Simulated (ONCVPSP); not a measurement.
# Hg: generating and testing an ONCV potential

Task: generate the file, and judge it by its errors in other configurations, its logarithmic derivatives, its ghosts and its cutoff.

Method: ONCVPSP 4.0.1.1 (patched build), PBE, scalar-relativistic.

## Step 1: Starting point

Typed settings, in words:

```
element                 : mercury (Hg, Z = 80)
type                    : optimised norm-conserving Vanderbilt (ONCV)
frozen core             : [Xe]
valence charge          : 26
reference configuration : 4f14 5d10 6s1.5 (charge +0.5)
partial waves           : 6s: rc 2.30 bohr, ncon 4, nbas 7, qcut 3 1/bohr, 2 projectors, debl 3.7 Ha; p scattering state at 0.23 Ha: rc 2.15 bohr, ncon 4, nbas 7, qcut 4.6 1/bohr, 2 projectors, debl 1.6 Ha; 5d: rc 1.90 bohr, ncon 4, nbas 8, qcut 7.6 1/bohr, 2 projectors, debl 3.4 Ha; 4f: rc 0.70 bohr, ncon 4, nbas 9, qcut 20.7 1/bohr, 2 projectors, debl 2.9 Ha
local potential         : polynomial inside 0.45 bohr (lpopt 4, dvloc0 2 Ha)
core correction         : Teter function, fcfact 5, rcfact 1.15
```

An earlier all-electron run gives the scale for the radii.

All-electron outer shells of the reference configuration (PBE, scalar-relativistic, ld1.x):

| shell | level (eV) | outermost node (bohr) | outermost maximum (bohr) |
| --- | --- | --- | --- |
| 4f | -100.26 | – | 0.37 |
| 5p | -70.92 | 0.51 | 0.93 |
| 5d | -14.21 | 0.55 | 1.17 |
| 6s | -10.65 | 1.08 | 2.18 |
| 6p | -4.08 | 1.27 | 3.02 |

## Step 2: The generation run

File Hg.dat:

```
# ATOM AND REFERENCE CONFIGURATION
# atsym  z   nc   nv     iexc    psfile
  Hg 80.00   11    3        4      upf
#
#   n    l    f
    1    0    2.00
    2    0    2.00
    2    1    6.00
    3    0    2.00
    3    1    6.00
    3    2   10.00
    4    0    2.00
    4    1    6.00
    4    2   10.00
    5    0    2.00
    5    1    6.00
    4    3   14.00
    5    2   10.00
    6    0    1.50
#
# PSEUDOPOTENTIAL AND OPTIMIZATION
# lmax
    3
#
#   l,   rc,      ep,       ncon, nbas, qcut
    0    2.30    0.00    4    7    3.00
    1    2.15    0.23    4    7    4.60
    2    1.90    0.00    4    8    7.60
    3    0.70    0.00    4    9   20.70
#
# LOCAL POTENTIAL
# lloc, lpopt,  rc(5),   dvloc0
    4    4    0.45    2.00
#
# VANDERBILT-KLEINMAN-BYLANDER PROJECTORs
# l, nproj, debl
    0    2    3.70
    1    2    1.60
    2    2    3.40
    3    2    2.90
#
# MODEL CORE CHARGE
# icmod, fcfact, rcfact
    3    5.00    1.15
#
# LOG DERIVATIVE ANALYSIS
# epsh1, epsh2, depsh
   -5.00    5.00    0.04
#
# OUTPUT GRID
# rlmax, drl
    6.00    0.01
#
# TEST CONFIGURATIONS
# ncnf
    4
# nvcnf
#   n    l    f
    3
    4    3   14.00
    5    2   10.00
    6    0    2.00
#
    3
    4    3   14.00
    5    2   10.00
    6    0    1.00
#
    3
    4    3   14.00
    5    2   10.00
    6    0    0.00
#
    4
    4    3   14.00
    5    2   10.00
    6    0    0.00
    6    1    2.00
#
```

Command:

```
$ oncvpsp.x < Hg.dat > Hg.out
```

**Question.** What will these runs give? Wanted: cutoffs for 1 and 0.1 mHa per electron, occupied waves; bound ghosts; GHOST(+) flags; largest test error; largest phase difference near zero energy, channels read; rms error of d²Exc/dn², without and with the model core; projector energies reset by the program.

As calculated:

```
                                                quantity                                                               value
  cutoffs for 1 and 0.1 mHa per electron, occupied waves                                                   368 Ha and 721 Ha
                                            bound ghosts  s at -1272.05 eV, s at -214.66 eV, p at -323.21 eV, p at -53.24 eV
                                          GHOST(+) flags                               s at 152 eV, p at 484 eV, d at 182 eV
                            largest test error (AE − PS)                                         -2.0 meV, for 4f14 5d10 6s1
largest phase difference near zero energy, channels read                                                           0.002 rad
 rms error of d²Exc/dn², without and with the model core                                                  10.61 and 8.28 mHa
                 projector energies reset by the program                             p: 0.050, 1.650 Ha; f: -3.684, 0.250 Ha
```

In words: A bound ghost (s, p) makes it unfit for use: electrons can fall into a state that the atom doesn't have. The worst unpolarised test, 4f14 5d10 6s1, is off by 2.0 meV on 6.3 eV; by total energies transferability rates as very good. Atomic tests can pass in spite of a ghost, since they solve only for the levels asked. The potential is very hard: the looser tolerance needs 368 Ha. At the looser tolerance the 4f wave is the slowest; 5d needs 21 Ha. Near zero energy the phases of the channels with partial waves agree within 0.002 rad. The program also flags highly localised states, GHOST(+) (s, p, d). Note that the frozen 5p shell (-71 eV) lies higher than the valence 4f shell (-100 eV). All of this concerns the isolated atom, not yet a solid.
